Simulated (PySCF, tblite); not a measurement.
**C₆H₉F: a rotation path, then NMR shifts on frames, part 1 of 2**

Aim: move C₆H₉F (`C=C/C(=C\F)CC`) away from its starting geometry and see how NMR shifts follow the geometry.

The runs use tblite 0.8.0 and PySCF 2.14.0, with density-fitted response routines of our own; the level of theory stands in each step. All values are computed, except where a source is named. Atoms are numbered from 0 throughout.

## (1) Starting geometry

16 atoms, charge 0, multiplicity 1; geometry from: GFN2-xTB.

Bonds of the start (Å): C0–C1 1.33, C1–C2 1.46, C2–C3 1.33, C3–F4 1.35, C2–C5 1.50, C5–C6 1.53, C0–H7 1.08, C0–H8 1.08, C1–H9 1.08, C3–H10 1.08, C5–H11 1.09, C5–H12 1.09, C6–H13 1.09, C6–H14 1.09, C6–H15 1.09.

## (2) A band between two rotamers with GFN2-xTB

The job: settings as JSON, then the geometry in Å.

```
{"job": {"kind": "neb", "xc": "GFN2-xTB", "basis": "xTB", "atoms": [1, 2, 5, 6], "turn": 120}, "charge": 0, "multiplicity": 1}
C     -1.897596    -1.003018    -0.352345
C     -1.470272     0.002429     0.402641
C     -0.082386     0.319846     0.703502
C      0.220794     1.345127     1.500354
F     -0.713366     2.131773     2.067791
C      1.035391    -0.478496     0.091159
C      1.283513    -0.053976    -1.357418
H     -2.948552    -1.162091    -0.520941
H     -1.233301    -1.703335    -0.828350
H     -2.193082     0.667096     0.857448
H      1.218872     1.651936     1.776153
H      0.785719    -1.539713     0.125429
H      1.948555    -0.329165     0.670228
H      2.092564    -0.638797    -1.789147
H      1.555907     0.998203    -1.399425
H      0.389641    -0.198874    -1.958488
```

With the program's defaults for keys left out, this is: GFN2-xTB climbing-image nudged elastic band, gas phase.

The run is started by

```
$ OMP_NUM_THREADS=1 python probes_run.py task.json out
```

One launch serves the whole session: the jobs run in the order shown.

What it wrote:

```text
image   E - E0 / eV
  0      -0.0000
  1       0.0150
  2       0.0422
  3       0.0679
  4       0.0831
  5       0.0792
  6       0.0586
  7       0.0376
  8       0.0282
```

Run time: 8 s. Hardware: 1 thread of Intel Xeon at 2.50GHz, shared host; peak memory 0.18 GiB.

The final band, with the dihedral C1–C2–C5–C6:

| image | dihedral (°) | energy (eV) | energy (kcal/mol) |
| --- | --- | --- | --- |
| 0 | 78 | 0.000 | 0.0 |
| 1 | 90 | 0.015 | 0.3 |
| 2 | 103 | 0.042 | 1.0 |
| 3 | 116 | 0.068 | 1.6 |
| 4 | 129 | 0.083 | 1.9 |
| 5 | 142 | 0.079 | 1.8 |
| 6 | 155 | 0.059 | 1.4 |
| 7 | 169 | 0.038 | 0.9 |
| 8 | 180 | 0.028 | 0.7 |

## (3) Shielding tensors: image 0, PBE0/pcSseg-1

The job: settings as JSON, then the geometry in Å.

```
{"job": {"kind": "nmr", "xc": "PBE0", "basis": "pcSseg-1", "pop": false}, "charge": 0, "multiplicity": 1}
C     -1.897600    -1.003000    -0.352300
C     -1.470300     0.002400     0.402600
C     -0.082400     0.319800     0.703500
C      0.220800     1.345100     1.500400
F     -0.713400     2.131800     2.067800
C      1.035400    -0.478500     0.091200
C      1.283500    -0.054000    -1.357400
H     -2.948600    -1.162100    -0.520900
H     -1.233300    -1.703300    -0.828400
H     -2.193100     0.667100     0.857400
H      1.218900     1.651900     1.776200
H      0.785700    -1.539700     0.125400
H      1.948600    -0.329200     0.670200
H      2.092600    -0.638800    -1.789100
H      1.555900     0.998200    -1.399400
H      0.389600    -0.198900    -1.958500
```

With the program's defaults for keys left out, this is: GIAO PBE0/pcSseg-1 NMR shielding, non-relativistic, gas phase.

What it wrote:

```text
coarse grid: 13184 points
cycle   1  E = -333.3213342090  dE =  8.031e-01  |g| = 5.308e-01  |ddm| = 3.524e+00
cycle   2  E = -333.2713372367  dE =  5.000e-02  |g| = 7.231e-01  |ddm| = 9.756e-01
cycle   3  E = -333.3808207184  dE = -1.095e-01  |g| = 1.076e-01  |ddm| = 6.098e-01
cycle   4  E = -333.3835660195  dE = -2.745e-03  |g| = 4.285e-02  |ddm| = 1.458e-01
cycle   5  E = -333.3839703302  dE = -4.043e-04  |g| = 1.294e-02  |ddm| = 4.616e-02
cycle   6  E = -333.3840017571  dE = -3.143e-05  |g| = 3.389e-03  |ddm| = 1.395e-02
cycle   7  E = -333.3840041919  dE = -2.435e-06  |g| = 6.493e-04  |ddm| = 3.265e-03
final grid: 127200 points
cycle   8  E = -333.4343524236  dE = -5.294e-05  |g| = 8.424e-03  |ddm| = 4.042e-02
cycle   9  E = -333.4343474751  dE =  4.948e-06  |g| = 9.932e-03  |ddm| = 1.555e-02
cycle  10  E = -333.4343698582  dE = -2.238e-05  |g| = 1.736e-03  |ddm| = 9.176e-03
cycle  11  E = -333.4343703924  dE = -5.342e-07  |g| = 2.875e-04  |ddm| = 1.897e-03
cycle  12  E = -333.4343704068  dE = -1.445e-08  |g| = 1.405e-04  |ddm| = 3.160e-04
cycle  13  E = -333.4343704114  dE = -4.513e-09  |g| = 3.141e-05  |ddm| = 1.392e-04
cycle  14  E = -333.4343704116  dE = -2.069e-10  |g| = 1.051e-05  |ddm| = 3.536e-05
converged SCF energy = -333.4343704116

GIAO shielding tensors (ppm)
atom      isotropic    diamagn.    paramagn.     s11        s22        s33       span
  0 C       68.320     256.540    -188.220    -37.204     69.766    172.397    209.602
  1 C       51.380     251.284    -199.904    -68.810     50.834    172.116    240.926
  2 C       56.085     262.352    -206.267    -41.440     55.061    154.634    196.073
  3 C       29.685     248.675    -218.990    -48.973     66.059     71.969    120.942
  4 F      299.034     473.200    -174.166    205.883    279.868    411.351    205.467
  5 C      163.117     245.906     -82.789    150.772    165.885    172.695     21.923
  6 C      168.447     248.094     -79.647    150.500    167.784    187.058     36.558
  7 H       26.186      28.881      -2.695     24.252     24.954     29.352      5.100
  8 H       26.281      33.278      -6.997     23.438     24.776     30.629      7.191
  9 H       24.516      31.268      -6.752     21.589     23.144     28.816      7.227
 10 H       24.850      31.064      -6.214     21.488     24.261     28.801      7.313
 11 H       29.338      31.560      -2.223     26.164     27.621     34.228      8.064
 12 H       29.817      31.476      -1.659     25.239     28.809     35.402     10.163
 13 H       30.570      29.268       1.302     26.409     27.529     37.771     11.362
 14 H       30.971      30.602       0.369     26.859     29.452     36.600      9.741
 15 H       30.205      31.244      -1.039     25.297     30.454     34.862      9.565
```

Wall time 51 s (1 thread of Intel Xeon at 2.50GHz, shared host); peak memory 0.75 GiB.

Shifts follow as δ = σ(reference) − σ, with reference shieldings (ppm) from runs at the same level and on the same kind of geometry: 1H TMS 31.72, 13C TMS 186.9, 19F CFCl3 170.9. The references are single molecules in the gas phase, so shifts against H2O, NH3, PH3, H3PO4 or CFCl3 are not on the usual liquid scales and can be off by tens of ppm. Each atom is listed at this fixed geometry, with no averaging over motion; a spectrum would average atoms that exchange fast.

| atoms | environment | σ (ppm) | δ (ppm) |
| --- | --- | --- | --- |
| C3 | alkene CH bonded to F | 29.7 | 157.2 |
| C1 | alkene CH | 51.4 | 135.5 |
| C2 | fully substituted alkene carbon | 56.1 | 130.8 |
| C0 | terminal =CH2 carbon | 68.3 | 118.6 |
| C5 | allylic sp3 CH2 | 163.1 | 23.8 |
| C6 | methyl carbon | 168.4 | 18.5 |
| H9 | hydrogen on an alkene CH | 24.52 | 7.20 |
| H10 | hydrogen on an alkene CH bonded to F | 24.85 | 6.87 |
| H7 | hydrogen on a terminal =CH2 carbon | 26.19 | 5.53 |
| H8 | hydrogen on a terminal =CH2 carbon | 26.28 | 5.44 |
| H11 | hydrogen on an allylic sp3 CH2 | 29.34 | 2.38 |
| H12 | hydrogen on an allylic sp3 CH2 | 29.82 | 1.90 |
| H15 | hydrogen on a methyl carbon | 30.20 | 1.51 |
| H13 | hydrogen on a methyl carbon | 30.57 | 1.15 |
| H14 | hydrogen on a methyl carbon | 30.97 | 0.75 |
| F4 | vinylic fluorine | 299.0 | -128.1 |

## (4) Shielding tensors: image 2, PBE0/pcSseg-1

The job: settings as JSON, then the geometry in Å.

```
{"job": {"kind": "nmr", "xc": "PBE0", "basis": "pcSseg-1", "pop": false}, "charge": 0, "multiplicity": 1}
C     -2.037200    -1.149100    -0.147600
C     -1.543800    -0.076100     0.460300
C     -0.140700     0.277700     0.608000
C      0.208900     1.376800     1.279400
F     -0.682000     2.216100     1.839600
C      0.957500    -0.547400    -0.011400
C      1.503800     0.125400    -1.270600
H     -3.098900    -1.321800    -0.187600
H     -1.423200    -1.897100    -0.619900
H     -2.227100     0.630100     0.914800
H      1.223700     1.709600     1.437300
H      0.577200    -1.532400    -0.273900
H      1.763700    -0.678800     0.712300
H      2.263900    -0.498200    -1.734700
H      1.947300     1.089200    -1.033900
H      0.699300     0.285100    -1.983500
```

With the program's defaults for keys left out, this is: GIAO PBE0/pcSseg-1 NMR shielding, non-relativistic, gas phase.

What it wrote:

```text
coarse grid: 13184 points
cycle   1  E = -333.3198896598  dE =  8.038e-01  |g| = 5.289e-01  |ddm| = 3.527e+00
cycle   2  E = -333.2713695002  dE =  4.852e-02  |g| = 7.165e-01  |ddm| = 9.660e-01
cycle   3  E = -333.3790105278  dE = -1.076e-01  |g| = 1.097e-01  |ddm| = 6.015e-01
cycle   4  E = -333.3818811753  dE = -2.871e-03  |g| = 4.335e-02  |ddm| = 1.474e-01
cycle   5  E = -333.3822996346  dE = -4.185e-04  |g| = 1.296e-02  |ddm| = 4.634e-02
cycle   6  E = -333.3823312049  dE = -3.157e-05  |g| = 3.409e-03  |ddm| = 1.389e-02
cycle   7  E = -333.3823336662  dE = -2.461e-06  |g| = 6.987e-04  |ddm| = 3.338e-03
final grid: 127200 points
cycle   8  E = -333.4318544830  dE = -4.047e-05  |g| = 8.161e-03  |ddm| = 3.423e-02
cycle   9  E = -333.4318484212  dE =  6.062e-06  |g| = 9.954e-03  |ddm| = 1.550e-02
cycle  10  E = -333.4318707794  dE = -2.236e-05  |g| = 1.717e-03  |ddm| = 9.413e-03
cycle  11  E = -333.4318713188  dE = -5.394e-07  |g| = 2.563e-04  |ddm| = 1.797e-03
cycle  12  E = -333.4318713305  dE = -1.171e-08  |g| = 1.300e-04  |ddm| = 3.089e-04
cycle  13  E = -333.4318713344  dE = -3.842e-09  |g| = 2.855e-05  |ddm| = 1.274e-04
cycle  14  E = -333.4318713346  dE = -1.722e-10  |g| = 1.025e-05  |ddm| = 3.091e-05
converged SCF energy = -333.4318713346

GIAO shielding tensors (ppm)
atom      isotropic    diamagn.    paramagn.     s11        s22        s33       span
  0 C       70.097     256.095    -185.998    -34.875     71.617    173.549    208.424
  1 C       51.548     250.922    -199.373    -67.783     50.017    172.411    240.194
  2 C       55.691     262.236    -206.545    -41.241     53.472    154.841    196.081
  3 C       26.554     249.753    -223.200    -57.259     64.129     72.792    130.051
  4 F      300.074     473.017    -172.943    205.636    270.642    423.944    218.308
  5 C      167.200     246.146     -78.946    154.945    171.073    175.582     20.637
  6 C      166.224     247.690     -81.466    145.744    167.001    185.926     40.182
  7 H       26.232      28.636      -2.404     24.412     24.794     29.490      5.078
  8 H       26.239      33.126      -6.888     23.666     24.480     30.570      6.904
  9 H       24.484      31.151      -6.666     21.492     23.075     28.886      7.393
 10 H       24.866      31.437      -6.572     21.557     23.548     29.492      7.935
 11 H       29.490      32.543      -3.052     25.043     28.678     34.750      9.707
 12 H       29.716      31.049      -1.333     25.202     28.080     35.867     10.665
 13 H       30.538      29.118       1.420     26.047     27.656     37.912     11.866
 14 H       30.930      30.763       0.166     26.706     29.761     36.322      9.616
 15 H       30.514      30.807      -0.294     26.507     29.453     35.580      9.073
```

Wall time 48 s (1 thread of Intel Xeon at 2.50GHz, shared host); peak memory 0.77 GiB.

This run: δ C3 160.4, C1 135.4, C2 131.2, C0 116.8, H9 7.23, H10 6.85 ppm.

(Continued in part 2 of 2.)
